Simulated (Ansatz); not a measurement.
**F3H2InS: basis-set convergence**

One table from this session's results is given with a row withheld; the runs are named, their logs left out.

Program: Ansatz 0.2.0, Gaussian basis. Level of theory: one geometry, several basis sets. These are calculated values, not measurements.

The runs, in order: PBE0-D4/def2-SVP; ωB97M-V/def2-SVP; PBE0-D4/def2-QZVPP; ωB97M-V/def2-QZVPP; the functionals' def2-TZVPP values are taken from earlier runs.

### Structure used throughout

All runs share one geometry, relaxed beforehand with PBE0-D4 in a triple-zeta def2 set. In takes the def2 core potential; no spin-orbit term is included.

SMILES `[F][In-]([F])([F])[SH2+]`, 7 atoms, charge 0, spin multiplicity 1.

Atoms are counted from 1 here; the program's logs count them from 0.

Bond lengths: F1–In2 1.933 Å, In2–F3 1.946 Å, In2–F4 1.946 Å, In2–S5 2.676 Å, S5–H6 1.347 Å, S5–H7 1.347 Å. Angles: F1–In2–F3 119.1°, F1–In2–F4 119.2°, F1–In2–S5 107.7°, F3–In2–F4 116.8°, F3–In2–S5 92.0°, F4–In2–S5 92.2°, In2–S5–H6 88.9°, In2–S5–H7 89.0°, H6–S5–H7 93.1°.

Set-up of the first run:

The input, in.yaml:

```yaml
crystal:
  periodic: [false, false, false]
  atoms:
    - {symbol: F, position_ang: [1.283224, -1.699945, 1.638177]}
    - {symbol: In, position_ang: [0.094480, -1.048966, 0.259978]}
    - {symbol: F, position_ang: [-1.805489, -0.884044, 0.648785]}
    - {symbol: F, position_ang: [0.591996, -1.277599, -1.607484]}
    - {symbol: S, position_ang: [0.390070, 1.607414, 0.120012]}
    - {symbol: H, position_ang: [-0.951673, 1.729828, 0.116368]}
    - {symbol: H, position_ang: [0.458590, 1.505312, -1.221633]}
basis:
  gaussian: {orbitals: def2-SVP}
hamiltonian: {xc: pbe0, dispersion: d4}
output: {orbitals: {seedname: orbitals}}
```

Steps of the session up to this table: PBE0-D4 in def2-SVP; ωB97M-V in def2-SVP; PBE0-D4 in def2-QZVPP; ωB97M-V in def2-QZVPP.

One of the session's tables, all rows but one given; the rest of the session is left out.

It belongs to the step «Functionals by basis». 

| functional | basis | HOMO (eV) | LUMO (eV) |
| --- | --- | --- | --- |
| PBE0-D4 | def2-SVP | ? | ? |
| PBE0-D4 | def2-TZVPP | -9.85 | -2.14 |
| PBE0-D4 | def2-QZVPP | -9.88 | -2.20 |
| ωB97M-V | def2-SVP | -11.90 | 0.19 |
| ωB97M-V | def2-TZVPP | -12.08 | -0.16 |
| ωB97M-V | def2-QZVPP | -12.11 | -0.35 |

**Question.** Estimate the row for PBE0-D4, def2-SVP.

The run gave: HOMO (eV): -9.68; LUMO (eV): -1.88. In the column «HOMO (eV)» it is the highest.
